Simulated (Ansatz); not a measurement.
# AsH₄OP: how energies converge with the basis set

One table from this session's results is given with a row withheld; the runs are named, their logs left out.

The runs use Ansatz 0.2.0, Gaussian basis; one geometry, several basis sets.

Plan: PBE0-D4/def2-SVP; ωB97M-V/def2-SVP; PBE0-D4/def2-QZVPP; ωB97M-V/def2-QZVPP; the functionals' def2-TZVPP values are taken from earlier runs.

**The relaxed structure**

The geometry comes from an earlier relaxation with PBE0-D4 in a triple-zeta def2 set; it is a stationary point, not always the lowest conformer.

SMILES `PO[AsH2]`, 7 atoms, charge 0, spin multiplicity 1.

Atoms are counted from 1 here; the program's logs count them from 0.

Bond lengths: P1–O2 1.649 Å, P1–H4 1.426 Å, P1–H5 1.425 Å, O2–As3 1.810 Å, As3–H6 1.529 Å, As3–H7 1.528 Å. Angles: O2–P1–H4 98.5°, O2–P1–H5 98.4°, H4–P1–H5 91.9°, P1–O2–As3 118.2°, O2–As3–H6 95.1°, O2–As3–H7 94.5°, H6–As3–H7 91.0°.

The first run:

in.yaml

```yaml
crystal:
  periodic: [false, false, false]
  atoms:
    - {symbol: P, position_ang: [-1.021534, 0.802121, -0.854219]}
    - {symbol: O, position_ang: [-0.022929, -0.298755, -0.139790]}
    - {symbol: As, position_ang: [1.161801, 0.295024, 1.093563]}
    - {symbol: H, position_ang: [-2.252461, 0.098219, -0.705550]}
    - {symbol: H, position_ang: [-0.879280, 0.366079, -2.203875]}
    - {symbol: H, position_ang: [0.775198, -0.731667, 2.158641]}
    - {symbol: H, position_ang: [2.300405, -0.599022, 0.605530]}
basis:
  gaussian: {orbitals: def2-SVP}
hamiltonian: {xc: pbe0, dispersion: d4}
output: {orbitals: {seedname: orbitals}}
```

Run with:

```console
$ ansatz run in.yaml --threads 2 --pin off --events-out ev --progress --plain --max-ram 4352MiB
```

Among the steps run: PBE0-D4 in def2-SVP; ωB97M-V in def2-SVP; PBE0-D4 in def2-QZVPP; ωB97M-V in def2-QZVPP.

One table of the session follows, with a row left open; its other results are not shown here.

It belongs to the step «Density functionals: the series». 

| functional | basis | HOMO (eV) |
| --- | --- | --- |
| PBE0-D4 | def2-SVP | -6.95 |
| PBE0-D4 | def2-TZVPP | ? |
| PBE0-D4 | def2-QZVPP | -7.10 |
| ωB97M-V | def2-SVP | -9.13 |
| ωB97M-V | def2-TZVPP | -9.26 |
| ωB97M-V | def2-QZVPP | -9.31 |

Estimate the missing values for PBE0-D4, def2-TZVPP.

The run gave: HOMO (eV): -7.05. In the column «HOMO (eV)» it lies between PBE0-D4, def2-QZVPP (-7.10) and PBE0-D4, def2-SVP (-6.95).
